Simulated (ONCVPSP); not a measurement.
**An ONCV potential for Cl, from input to tests**

Do these settings give a usable potential? It is generated, then checked for transferability, scattering, ghosts and hardness.

Program: ONCVPSP 4.0.1. Reference atom: Wu-Cohen, scalar-relativistic, spherical and spin-unpolarised. All values are calculated.

## 1. The design

Typed settings, in words:

* element: chlorine (Cl, Z = 17)
* type: optimised norm-conserving Vanderbilt (ONCV)
* frozen core: [Ne]
* valence charge: 7
* reference configuration: 3s2 3p5
* partial waves: 3s: rc 1.00 bohr, ncon 3, nbas 7, qcut 8 1/bohr, 2 projectors, debl 0.3 Ha; 3p: rc 1.20 bohr, ncon 4, nbas 8, qcut 6.5 1/bohr, 3 projectors, debl 0.3 Ha
* local potential: polynomial inside 1.00 bohr (lpopt 5, dvloc0 -1 Ha)
* core correction: Teter function fitted to the true core (icmod 2), fcfact 0.45

An earlier all-electron run gives the scale for the radii.

All-electron outer shells of the reference configuration (Wu-Cohen, scalar-relativistic, ld1.x):

```json
{"shell": "2s", "level (eV)": "-252.36", "outermost node (bohr)": "0.12", "outermost maximum (bohr)": "0.36"}
{"shell": "2p", "level (eV)": "-191.62", "outermost node (bohr)": "–", "outermost maximum (bohr)": "0.30"}
{"shell": "3s", "level (eV)": "-20.63", "outermost node (bohr)": "0.55", "outermost maximum (bohr)": "1.27"}
{"shell": "3p", "level (eV)": "-8.57", "outermost node (bohr)": "0.53", "outermost maximum (bohr)": "1.43"}
```

## 2. Generating the potential

File Cl.dat:

```
# ATOM AND REFERENCE CONFIGURATION
# atsym  z   nc   nv     iexc    psfile
  Cl 17.00    3    2  -118130      upf
#
#   n    l    f
    1    0    2.00
    2    0    2.00
    2    1    6.00
    3    0    2.00
    3    1    5.00
#
# PSEUDOPOTENTIAL AND OPTIMIZATION
# lmax
    1
#
#   l,   rc,      ep,       ncon, nbas, qcut
    0    1.00    0.00    3    7    8.00
    1    1.20    0.00    4    8    6.50
#
# LOCAL POTENTIAL
# lloc, lpopt,  rc(5),   dvloc0
    4    5    1.00   -1.00
#
# VANDERBILT-KLEINMAN-BYLANDER PROJECTORs
# l, nproj, debl
    0    2    0.30
    1    3    0.30
#
# MODEL CORE CHARGE
# icmod, fcfact, rcfact
    2    0.45    1.15
#
# LOG DERIVATIVE ANALYSIS
# epsh1, epsh2, depsh
   -2.00    5.00    0.02
#
# OUTPUT GRID
# rlmax, drl
    6.00    0.01
#
# TEST CONFIGURATIONS
# ncnf
    4
# nvcnf
#   n    l    f
    2
    3    0    2.00
    3    1    4.00
#
    2
    3    0    2.00
    3    1    3.00
#
    2
    3    0    2.00
    3    1    2.00
#
    2
    3    0    1.00
    3    1    5.00
#
```

Run with:

```
oncvpsp.x < Cl.dat > Cl.out
```

Q: Predict the outcome of this session. Wanted: cutoffs for 1 and 0.1 mHa per electron, occupied waves; bound ghosts; GHOST(+) flags; largest test error; largest phase difference near zero energy, channels read; rms error of d²Exc/dn², without and with the model core; projector energies reset by the program.

**Answer**, as computed:

```
                                                quantity                                            value
  cutoffs for 1 and 0.1 mHa per electron, occupied waves                                 29 Ha and 133 Ha
                                            bound ghosts                 s at -255.19 eV, p at -172.77 eV
                                          GHOST(+) flags          p at 920 eV, p at 1965 eV, p at 3382 eV
                            largest test error (AE − PS)                             +48 meV, for 3s2 3p2
largest phase difference near zero energy, channels read                                        0.000 rad
 rms error of d²Exc/dn², without and with the model core                                2.12 and 0.46 mHa
                 projector energies reset by the program  s: -0.758, 0.250 Ha; p: -0.315, 0.250, 0.550 Ha
```

In words: A bound ghost (s, p) makes it unfit for use: electrons can fall into a state that the atom doesn't have. Close by lies the frozen 2s level (-252.4 eV). The worst unpolarised test, 3s2 3p2, is off by 48 meV on 77.6 eV; by total energies transferability rates as fair. That test lies far up in energy; among those under 40 eV, nearer to bonding, the largest error is 11 meV. By its cutoff, 29 Ha for the looser tolerance, it is of middling hardness. The tighter tolerance needs 133 Ha, and converged work needs a cutoff nearer that. At the looser tolerance the 3s wave is the slowest; 3p needs 10 Ha. Near zero energy the phases of the channels with partial waves agree within 0.001 rad. The program also flags highly localised states, GHOST(+) (p). These are tests on the free atom; a crystal test is still owed.
